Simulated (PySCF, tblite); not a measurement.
# P₃₃H₁₅: electronic excitations, NMR shifts, part 2 of 2

tblite 0.8.0 and PySCF 2.14.0. Atoms count from 0.

## 5. NMR shifts: GIAO KT3/pcSseg-1

What the job is given:

```
{"job": {"kind": "nmr", "xc": "KT3", "basis": "pcSseg-1", "pop": false}, "charge": 0, "multiplicity": 1}
P      0.000124    -0.071429    -0.582136
P     -1.610405     0.851213     0.590299
P     -3.227728    -0.077219    -0.578057
P     -3.226390    -1.937411     0.592073
P     -1.615199    -2.852177    -0.594819
P     -0.000150    -1.934053     0.576554
P      4.854682     2.725081    -0.577940
P      3.234064     3.648965     0.570759
P      1.605276     2.709608    -0.578841
P      1.610392     0.851522     0.590575
P      3.227742    -0.077751    -0.577291
P      4.870776     0.851827     0.533498
P     -4.866990    -2.861558    -0.526778
P     -4.854652    -4.761267     0.547389
P     -3.229674    -5.683664    -0.579951
P     -1.606227    -4.736630     0.547453
P      1.614976    -2.852110    -0.594115
P      3.225821    -1.937356     0.593407
P      3.233445     5.526051    -0.560357
P      1.623103     6.454673     0.576969
P      0.000533     5.510023    -0.553427
P      0.000255     3.632709     0.600603
P      4.867228    -2.862057    -0.524197
P      1.605348    -4.736721     0.547888
P      3.229267    -5.684223    -0.578251
P      4.853521    -4.761650     0.550346
P     -1.605055     2.709614    -0.578856
P     -1.622459     6.454874     0.576479
P     -3.232534     5.526338    -0.561216
P     -3.233682     3.649431     0.570529
P     -0.000321    -5.659475    -0.614342
P     -4.854455     2.725599    -0.578041
P     -4.870448     0.852219     0.533020
H      5.837604     3.302087     0.239720
H      5.839168     0.290606    -0.312769
H     -5.832337    -2.315122     0.330935
H     -5.833903    -5.312788    -0.289332
H     -3.210650    -6.814964     0.246921
H      4.229127     6.081955     0.255917
H      1.604659     7.590976    -0.244382
H      5.831872    -2.315562     0.334288
H      3.209675    -6.815389     0.248845
H      5.833495    -5.313201    -0.285462
H     -1.603959     7.591003    -0.245044
H     -4.228258     6.082805     0.254597
H     -0.000305    -6.816750     0.182700
H     -5.837242     3.302354     0.239953
H     -5.839292     0.291242    -0.312964
```

Method: GIAO KT3/pcSseg-1 NMR shielding, non-relativistic, gas phase.

Log:

```text
start: PBE on a coarse grid of 60206 points
cycle   1  E = -11268.1637728931  dE =  5.413e+00  |g| = 4.539e-01  |ddm| = 9.002e+00
cycle   2  E = -11268.1886446705  dE = -2.487e-02  |g| = 1.914e-01  |ddm| = 1.096e+00
cycle   3  E = -11268.1928128002  dE = -4.168e-03  |g| = 1.093e-01  |ddm| = 4.723e-01
cycle   4  E = -11268.1954883511  dE = -2.676e-03  |g| = 5.713e-02  |ddm| = 2.604e-01
cycle   5  E = -11268.1964945365  dE = -1.006e-03  |g| = 1.693e-02  |ddm| = 1.272e-01
cycle   6  E = -11268.1965695464  dE = -7.501e-05  |g| = 7.518e-03  |ddm| = 4.025e-02
final grid: 434443 points
cycle   7  E = -11358.4909875144  dE = -1.810e-01  |g| = 6.829e-01  |ddm| = 1.740e+00
cycle   8  E = -11358.5043532333  dE = -1.337e-02  |g| = 3.220e-01  |ddm| = 1.025e+00
cycle   9  E = -11358.5101726618  dE = -5.819e-03  |g| = 1.160e-01  |ddm| = 5.879e-01
cycle  10  E = -11358.5148368179  dE = -4.664e-03  |g| = 2.805e-02  |ddm| = 2.649e-01
cycle  11  E = -11358.5151159370  dE = -2.791e-04  |g| = 7.719e-03  |ddm| = 6.620e-02
cycle  12  E = -11358.5151211154  dE = -5.178e-06  |g| = 4.343e-03  |ddm| = 2.145e-02
cycle  13  E = -11358.5151302675  dE = -9.152e-06  |g| = 1.162e-03  |ddm| = 1.008e-02
cycle  14  E = -11358.5151301353  dE =  1.322e-07  |g| = 5.650e-04  |ddm| = 3.051e-03
cycle  15  E = -11358.5151368233  dE = -6.688e-06  |g| = 1.806e-04  |ddm| = 1.331e-03
cycle  16  E = -11358.5151315820  dE =  5.241e-06  |g| = 8.164e-05  |ddm| = 4.727e-04
converged SCF energy = -11358.5151315820

GIAO shielding tensors (ppm)
atom      isotropic    diamagn.    paramagn.     s11        s22        s33       span
  0 P      369.090     951.592    -582.502    321.862    322.047    463.359    141.497
  1 P      372.584     954.255    -581.671    317.170    326.027    474.556    157.387
  2 P      375.680     960.604    -584.924    308.432    368.780    449.827    141.395
  3 P      378.139     962.250    -584.110    310.455    367.646    456.317    145.862
  4 P      368.565     958.091    -589.526    313.956    325.950    465.788    151.832
  5 P      370.424     953.910    -583.485    320.596    321.225    469.452    148.855
  6 P      451.405     967.019    -515.615    393.716    453.592    506.907    113.191
  7 P      384.968     965.174    -580.205    330.890    367.281    456.733    125.843
  8 P      371.120     957.159    -586.039    318.121    320.969    474.271    156.150
  9 P      372.578     954.256    -581.678    317.127    326.046    474.561    157.434
 10 P      375.670     960.605    -584.935    308.417    368.778    449.816    141.399
 11 P      458.633     967.244    -508.612    403.094    456.628    516.176    113.082
 12 P      461.912     968.398    -506.486    403.932    460.444    521.360    117.428
 13 P      468.056     967.809    -499.753    427.539    455.752    520.878     93.338
 14 P      456.339     968.792    -512.453    399.076    456.625    513.317    114.241
 15 P      386.423     965.593    -579.170    328.668    370.882    459.719    131.051
 16 P      368.605     958.096    -589.490    314.074    325.994    465.748    151.673
 17 P      378.138     962.252    -584.114    310.478    367.618    456.319    145.841
 18 P      451.588     968.537    -516.948    391.822    456.215    506.729    114.907
 19 P      451.939     968.851    -516.911    392.945    455.085    507.789    114.844
 20 P      382.703     966.452    -583.748    328.019    366.171    453.921    125.903
 21 P      368.450     958.244    -589.794    318.638    320.161    466.552    147.914
 22 P      461.850     968.400    -506.549    403.870    460.416    521.266    117.396
 23 P      386.397     965.595    -579.197    328.604    370.877    459.711    131.106
 24 P      456.328     968.790    -512.462    399.171    456.525    513.288    114.116
 25 P      468.025     967.806    -499.781    427.367    455.777    520.931     93.565
 26 P      371.014     957.157    -586.143    317.915    320.887    474.240    156.325
 27 P      451.930     968.850    -516.920    392.870    455.040    507.881    115.011
 28 P      451.570     968.537    -516.967    391.775    456.191    506.744    114.969
 29 P      384.932     965.169    -580.237    330.937    367.178    456.683    125.746
 30 P      437.132     967.848    -530.716    374.840    446.862    489.694    114.855
 31 P      451.412     967.018    -515.606    393.708    453.589    506.939    113.231
 32 P      458.648     967.244    -508.596    403.140    456.612    516.193    113.053
 33 H       28.419      32.617      -4.197     22.106     26.339     36.813     14.707
 34 H       28.443      31.931      -3.488     21.009     28.804     35.515     14.506
 35 H       28.558      31.408      -2.850     21.187     29.250     35.236     14.049
 36 H       28.189      30.973      -2.784     22.226     24.854     37.487     15.260
 37 H       28.573      32.969      -4.397     22.467     26.430     36.822     14.355
 38 H       28.431      32.771      -4.340     22.238     26.179     36.876     14.638
 39 H       28.438      33.723      -5.285     22.295     26.052     36.967     14.671
 40 H       28.557      31.407      -2.850     21.188     29.249     35.235     14.047
 41 H       28.572      32.968      -4.395     22.467     26.429     36.821     14.354
 42 H       28.188      30.969      -2.781     22.226     24.854     37.486     15.260
 43 H       28.438      33.724      -5.285     22.296     26.053     36.967     14.671
 44 H       28.431      32.774      -4.343     22.238     26.179     36.876     14.638
 45 H       28.666      35.470      -6.804     22.125     27.699     36.175     14.050
 46 H       28.418      32.614      -4.196     22.105     26.338     36.812     14.707
 47 H       28.442      31.932      -3.490     21.007     28.804     35.515     14.507
```

Wall time 18 s (8 threads of Intel Xeon 6975P-C, shared host); peak memory 3 GiB.

The references, computed at this level on geometries of the same kind, shield at (ppm): ¹H TMS 31.76, ³¹P PH3 612.2. Their shielding less the atom's gives the shift. The references are single molecules in the gas phase, so shifts against H2O, NH3, PH3, H3PO4 or CFCl3 are not on the usual liquid scales and can be off by tens of ppm. Atoms listed in one row are averaged.

```csv
atoms,environment,σ (ppm),δ (ppm)
"H36, H42",hydrogen on a phosphorus bonded to 2 P,28.19,3.57
"H33, H46",hydrogen on a phosphorus bonded to 2 P,28.42,3.34
"H38, H44",hydrogen on a phosphorus bonded to 2 P,28.43,3.33
"H39, H43",hydrogen on a phosphorus bonded to 2 P,28.44,3.32
"H34, H47",hydrogen on a phosphorus bonded to 2 P,28.44,3.32
"H35, H40",hydrogen on a phosphorus bonded to 2 P,28.56,3.20
"H37, H41",hydrogen on a phosphorus bonded to 2 P,28.57,3.19
H45,hydrogen on a phosphorus bonded to 2 P,28.67,3.09
P21,phosphorus bonded to 3 P,368.4,243.7
"P4, P16",phosphorus bonded to 3 P,368.6,243.6
P0,phosphorus bonded to 3 P,369.1,243.1
P5,phosphorus bonded to 3 P,370.4,241.8
"P8, P26",phosphorus bonded to 3 P,371.1,241.1
"P1, P9",phosphorus bonded to 3 P,372.6,239.6
"P2, P10",phosphorus bonded to 3 P,375.7,236.5
"P3, P17",phosphorus bonded to 3 P,378.1,234.0
P20,phosphorus bonded to 3 P,382.7,229.5
"P7, P29",phosphorus bonded to 3 P,385.0,227.2
"P15, P23",phosphorus bonded to 3 P,386.4,225.8
P30,"phosphorus bonded to 2 P, H",437.1,175.0
"P6, P31","phosphorus bonded to 2 P, H",451.4,160.8
"P18, P28","phosphorus bonded to 2 P, H",451.6,160.6
"P19, P27","phosphorus bonded to 2 P, H",451.9,160.2
"P14, P24","phosphorus bonded to 2 P, H",456.3,155.8
"P11, P32","phosphorus bonded to 2 P, H",458.6,153.5
"P12, P22","phosphorus bonded to 2 P, H",461.9,150.3
"P13, P25","phosphorus bonded to 2 P, H",468.0,144.1
```

Ring of atoms P0, P1, P2, P3, P4, P5: NICS(0) -5.7, NICS(1) -4.4, NICS(1)zz 8.1 ppm (means of both faces).

Ring of atoms P0, P1, P8, P9, P21, P26: NICS(0) -5.8, NICS(1) -4.5, NICS(1)zz 8.4 ppm (means of both faces).

Ring of atoms P1, P2, P26, P29, P31, P32: NICS(0) -5.8, NICS(1) -4.5, NICS(1)zz 6.4 ppm (means of both faces).

## 6. Outcome

The summary covers parts 1 to 2.

| quantity | value |
| --- | --- |
| strongest single infrared mode (GFN2-xTB) | 2225 cm⁻¹, 84 km/mol |
| zero-point energy (GFN2-xTB) | 116.2 kcal/mol |
| lowest singlet (PBE0/def2-SVP) | 3.53 eV (352 nm), f = 0.002 |
| brightest single state of those computed | state 6, 3.58 eV, f = 0.010 |
| lowest triplet | 3.23 eV |
| surface potential, 1st and 99th percentile | -0.89 V and 1.23 V |
| ¹H shifts against TMS (KT3/pcSseg-1, means over atoms taken as alike) | 3.57, 3.34, 3.33, 3.32, 3.32, 3.20, 3.19, 3.09 ppm |
| ³¹P shifts against PH3 (KT3/pcSseg-1, means over atoms taken as alike) | 243.7, 243.6, 243.1, 241.8, 241.1, 239.6, 236.5, 234.0, 229.5, 227.2, 225.8, 175.0, 160.8, 160.6 ppm and more |

**Reading.** All 138 modes are real, so the xTB geometry is a minimum. GFN2-xTB is a fitted tight-binding method: band positions and strengths are rough. Its intensities can rank the bands wrongly. The lowest singlet, at 3.53 eV, is HOMO→LUMO 0.51, HOMO−1→LUMO+1 0.33 and is weak; of the 6 states computed, the strongest absorption comes from states 1 to 6 together at 3.58 eV (the last computed, so partners may be missing). The lowest triplet lies 0.29 eV below the lowest singlet. By nearest atom (PBE0/def2-SVP), the HOMO sits on 4 P atoms about 9 % each and the LUMO on P0, P5 about 8 % each; P8, P26 about 6 % each.
